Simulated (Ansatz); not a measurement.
# Ge2H6 (singlet): from Hartree-Fock to the top rungs at a displaced geometry (v1), cc-pVDZ

One table from this session's results is given with a row withheld; the runs are named, their logs left out.

Program: Ansatz 0.2.0, Gaussian basis. Level of theory: cc-pVDZ, core rule «outside noble gas», up to 28 orbitals frozen. These are calculated values, not measurements.

The runs, in order: UHF; CCSD(T) on RHF; BCCD(T) on RHF; CISD; CCSDT(Q) on RHF; CASSCF and NEVPT2, 8 electrons in 8 orbitals.

13 further runs of the same task are left out: 5 that didn't finish, 8 set aside as unsound or not needed.

**What is computed**

The geometry is a PBE0/def2-TZVP stationary point (not a proven minimum) with its atoms shifted at random (size 0.040 Å). No spin-orbit coupling is included. The filled d shell of Ge may be among the frozen orbitals whatever the setting's name suggests; the logs give the count.

8 atoms, charge 0, spin multiplicity 1.

Atoms are counted from 1 here; the program's logs count them from 0.

Bond lengths: Ge1–Ge2 2.421 Å, Ge1–H3 1.563 Å, Ge1–H4 1.548 Å, Ge1–H5 1.636 Å, Ge2–H6 1.527 Å, Ge2–H7 1.556 Å, Ge2–H8 1.554 Å. Angles: Ge2–Ge1–H3 108.6°, Ge2–Ge1–H4 112.5°, Ge2–Ge1–H5 112.3°, H3–Ge1–H4 111.2°, H3–Ge1–H5 105.8°, H4–Ge1–H5 106.3°, Ge1–Ge2–H6 109.6°, Ge1–Ge2–H7 110.2°, Ge1–Ge2–H8 112.2°, H6–Ge2–H7 112.0°, H6–Ge2–H8 107.3°, H7–Ge2–H8 105.7°.

Set-up of the first run:

The input, in.yaml:

```yaml
crystal:
  periodic: [false, false, false]
  atoms:
    - {symbol: Ge, position_ang: [-1.209869, 0.003171, 0.006909]}
    - {symbol: Ge, position_ang: [1.210898, -0.004206, -0.004240]}
    - {symbol: H, position_ang: [-1.702955, 1.485696, -0.038521]}
    - {symbol: H, position_ang: [-1.797882, -0.746280, 1.226981]}
    - {symbol: H, position_ang: [-1.840314, -0.715659, -1.320920]}
    - {symbol: H, position_ang: [1.717629, -1.443907, -0.039693]}
    - {symbol: H, position_ang: [1.755582, 0.774285, 1.228529]}
    - {symbol: H, position_ang: [1.793728, 0.720417, -1.248680]}
basis:
  gaussian: {orbitals: cc-pVDZ}
magnetization: {spin_polarized: true, initial_magnetization: 0}
hamiltonian: {xc: hf}
output: {orbitals: {seedname: orbitals}}
```

Started as:

```
> ansatz run in.yaml --threads 1 --pin off --events-out ev --progress --plain --max-ram 2393MiB
```

Among the steps run: UHF; CCSD(T) on RHF; BCCD(T) on RHF; CISD; CCSDT(Q) on RHF; CASSCF and NEVPT2, 8 electrons in 8 orbitals.

One table of the session follows, with a row left open; its other results are not shown here.

It belongs to the step «Misses and costs». 

| method | from RCCSDT(Q) (kJ/mol) |
| --- | --- |
| RHF | +689.7 |
| RMP2 | +149.4 |
| CISD | +84.2 |
| RCCSD | +18.7 |
| RCCSD(T) | +3.5 |
| BCCD(T) | +3.4 |
| RCCSDT | +0.5 |
| RCCSDT(Q) | 0 |
| CASSCF frontier | ? |
| NEVPT2 frontier | +146.3 |

**Question.** Estimate the row for CASSCF frontier.

**Answer.** from RCCSDT(Q) (kJ/mol): +533.8. In the column «from RCCSDT(Q) (kJ/mol)» it lies between RMP2 (+149.4) and RHF (+689.7).
